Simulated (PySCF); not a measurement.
**Ways to converge the SCF of Bi2**

Aim: find out which solver settings change the answer for Bi2.

Method: each script names its method and basis; program: PySCF 2.14.0.

4 further runs of the same task are left out: 1 for a known fault of the program, 3 that didn't finish.

## 1. Where the work starts

Bi2: 2 atoms, charge 0, spin multiplicity 1.

Bond lengths: Bi1–Bi2 3.066 Å.

## 2. Base script

input.py

```python
from pyscf import gto, dft

mol = gto.M(
    atom='Bi 0 0 0; Bi 0 0 3.066',
    basis='sbkjc',
    ecp={'Bi': 'sbkjc'},
    charge=0,
    spin=0,
    symmetry=True,
    verbose=4,
)
mf = dft.RKS(mol, xc='wb97x')
mf.kernel()
g = mf.nuc_grad_method()
g.grid_response = True
g.kernel()
mf.dip_moment()
print('orbital energies (hartree):', mf.mo_energy[..., max(0, mol.nelec[1]-3):mol.nelec[0]+3].round(4))
```

Started as:

```sh
> python input.py
```

Its log is not repeated here.

In short: E(SCF) = -10.868097 Eh, 6 cycles, μ = 0.00 D, gradient on the second atom 0.0810 Eh/bohr.

The bond length is a typed value, not an optimised one.

## 3. Damping 0.95

Run 1 changes damping: none → 0.95.

input.py

```python
from pyscf import gto, dft

mol = gto.M(
    atom='Bi 0 0 0; Bi 0 0 3.066',
    basis='sbkjc',
    ecp={'Bi': 'sbkjc'},
    charge=0,
    spin=0,
    symmetry=True,
    verbose=4,
)
mf = dft.RKS(mol, xc='wb97x')
mf.damp = 0.95
mf.diis_start_cycle = 8
mf.kernel()
g = mf.nuc_grad_method()
g.grid_response = True
g.kernel()
mf.dip_moment()
print('orbital energies (hartree):', mf.mo_energy[..., max(0, mol.nelec[1]-3):mol.nelec[0]+3].round(4))
```

Started as:

```sh
> python input.py
```

## 4. Cycle limit 8

Run 2 changes cycle limit: 50 → 8.

Edit input.py of step 2 so:

```diff
@@ -12,2 +12,3 @@
 mf = dft.RKS(mol, xc='wb97x')
+mf.max_cycle = 8
 mf.kernel()
```

## 5. Smearing width 0.001 hartree

Run 3 changes smearing width: none → 0.001 hartree; step after the SCF: gradient → none.

Edit input.py of step 2 so:

```diff
@@ -1,2 +1,2 @@
-from pyscf import gto, dft
+from pyscf import gto, dft, scf
 
@@ -12,6 +12,4 @@
 mf = dft.RKS(mol, xc='wb97x')
+mf = scf.addons.smearing_(mf, sigma=0.001, method='fermi')
 mf.kernel()
-g = mf.nuc_grad_method()
-g.grid_response = True
-g.kernel()
 mf.dip_moment()
```

## 6. Convergence threshold 1e-05 hartree

Run 4 changes convergence threshold: default → 1e-05 hartree.

Edit input.py of step 2 so:

```diff
@@ -12,2 +12,3 @@
 mf = dft.RKS(mol, xc='wb97x')
+mf.conv_tol = 1e-05
 mf.kernel()
```

Q: Predict the outcome of this session. Wanted: for each run, E(SCF); from base; gap.

The runs gave:

```
                                run  E(SCF) (hartree)  from base (eV)  cycles  gap (eV)
                               base        -10.868097               0       6      5.46
                       damping 0.95        -10.868097          0.0000      12      5.46
                      cycle limit 8        -10.868097          0.0000       6      5.46
       smearing width 0.001 hartree        -10.868097          0.0000       6       n/a
convergence threshold 1e-05 hartree        -10.868097          0.0000       4      5.46
```

Distance from each run's final energy (log10 hartree) by cycle:

```
                                run  cycle 1  cycle 2  cycle 3  cycle 5  cycle 8  cycle 12
                               base     -3.3     -4.4     -6.0    -11.0     done      done
                       damping 0.95     -3.3     -3.4     -3.4     -3.5     -4.6     < -11
                      cycle limit 8     -3.3     -4.4     -6.0    -11.0     done      done
       smearing width 0.001 hartree     -3.3     -4.4     -6.0    -11.0     done      done
convergence threshold 1e-05 hartree     -3.3     -4.4     -6.0     done     done      done
```

What this shows: The SCF energy stays the same, to the digits that matter, with damping 0.95 or cycle limit 8 or smearing width 0.001 hartree or convergence threshold 1e-05 hartree. The base needs 6 cycles and the run with damping 0.95 needs 12.
